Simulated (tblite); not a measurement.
# C5H5BrOSi: the cost of one run

Programs: tblite 0.8.0 and PySCF 2.14.0, with density-fitted response routines of our own. Each step states its level of theory. These are calculated values for one molecule in the gas phase, unless marked as measured. Atoms count from 0, in the outputs and in this text.

### Step 1. The starting structure

13 atoms, charge 0, multiplicity 1; geometry from: force field or distance geometry start.

Bonds of the start (Å): C0–C1 1.21, C1–Si2 1.83, Si2–C3 1.88, C3–C4 1.32, C4–O5 1.24, C3–C6 1.49, C6–Br7 1.93, C0–H8 1.06, Si2–H9 1.47, Si2–H10 1.45, C6–H11 1.12, C6–H12 1.11.

### Step 2. Relaxing the molecule with GFN2-xTB

The job: settings as JSON, then the geometry in Å.

```
{"job": {"kind": "relax", "xc": "GFN2-xTB", "basis": "xTB"}, "charge": 0, "multiplicity": 1}
C      3.039700    -0.472300    -0.487600
C      1.992600    -0.497000     0.124600
Si     0.433600    -0.578800     1.081800
C     -0.803200     0.501000     0.169600
C     -1.082100     1.683400     0.686800
O     -1.357900     2.805100     1.147300
C     -1.455900     0.028200    -1.077700
Br    -2.427700    -1.582500    -0.660400
H      3.952300    -0.459700    -1.034200
H     -0.086200    -1.949000     0.989900
H      0.580800    -0.082800     2.433100
H     -0.689600    -0.208200    -1.863000
H     -2.100800     0.813100    -1.528000
```

Command:

```bash
OMP_NUM_THREADS=1 python probes_run.py task.json out
```

One launch serves the whole session: the jobs run in the order shown.

**Question.** How long does this first job take on 1 thread of Arm Neoverse N1, shared host?

About 1.6 s.
